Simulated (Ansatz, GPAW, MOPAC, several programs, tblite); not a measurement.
# ZrTeSe (a single layer) from cheap methods to r2SCAN

Aim: run ZrTeSe as a single layer in vacuum through methods of unlike cost and see what each gets, and at what price.

Program: MOPAC, tblite, GPAW, Ansatz (versions at each run). Level of theory: no spin polarisation, static lattice; gaps from single points on the cell relaxed beforehand with r²SCAN. These are calculated values, not measurements.

## 1. The system as given

The structure is trigonal, space group P3m1 (No. 156). The conventional cell has a = 3.827 Å, b = 3.827 Å, c = 31.629 Å, α = 90.00°, β = 90.00°, γ = 120.00°. Zr (site symmetry 3m) is surrounded by 3 Se at 2.70 Å and 3 Te at 2.95 Å. Se (site symmetry 3m) has 3 Zr at 2.70 Å as nearest neighbours. Around Te (site symmetry 3m) lie 3 Zr at 2.95 Å.

Structure file:

```
CELL_PARAMETERS angstrom
3.82744 0.00000 0.00000
-1.91372 3.31466 0.00000
0.00000 0.00000 31.62931
ATOMIC_POSITIONS crystal
Zr 0.33333 0.66667 0.28868
Se 0.66667 0.33333 0.33785
Te 0.66667 0.33333 0.22711
```

The cell holds a single layer (2H monolayer (Janus)) with vacuum along c; the form is built, and need not be the compound's stable one.

**Question.** The methods are PM6, PM7, GFN1-xTB (tblite), GFN2-xTB (tblite), PBE/single-zeta, coarse PBE, GLLB-SC, PBE, r2SCAN. What gap does r2SCAN give on this cell, and which other methods (full PBE left aside) come nearest to r2SCAN and farthest in gap?

| quantity | value |
| --- | --- |
| r2SCAN | gap 0.75 eV |
| gap: nearest and farthest of the other methods | PBE/single-zeta (-0.10 eV), PM7 (+4.11 eV) |

**Reading.** For the gap, of the 6 methods compared (full PBE left aside), PBE/single-zeta comes nearest to r2SCAN and PM7 is farthest. A minimal basis or a coarse cutoff and mesh shifts results by its own error, so closeness to r2SCAN can be chance. Cluster runs see only the k-points that fold onto the zone centre, so their gaps can miss the band edges. GLLB-SC is compared with its derivative discontinuity added. PM6 ended in an unphysical state and is left out of the comparison. CPU times run from 1.2 s (GFN1-xTB (tblite)) to 2.5 min (GLLB-SC). On this cell GLLB-SC cost more than r2SCAN itself (71 s), so it is no saving here. r2SCAN is a yardstick, not the truth: it usually gives gaps below the measured ones. Spin-orbit coupling is left out throughout.
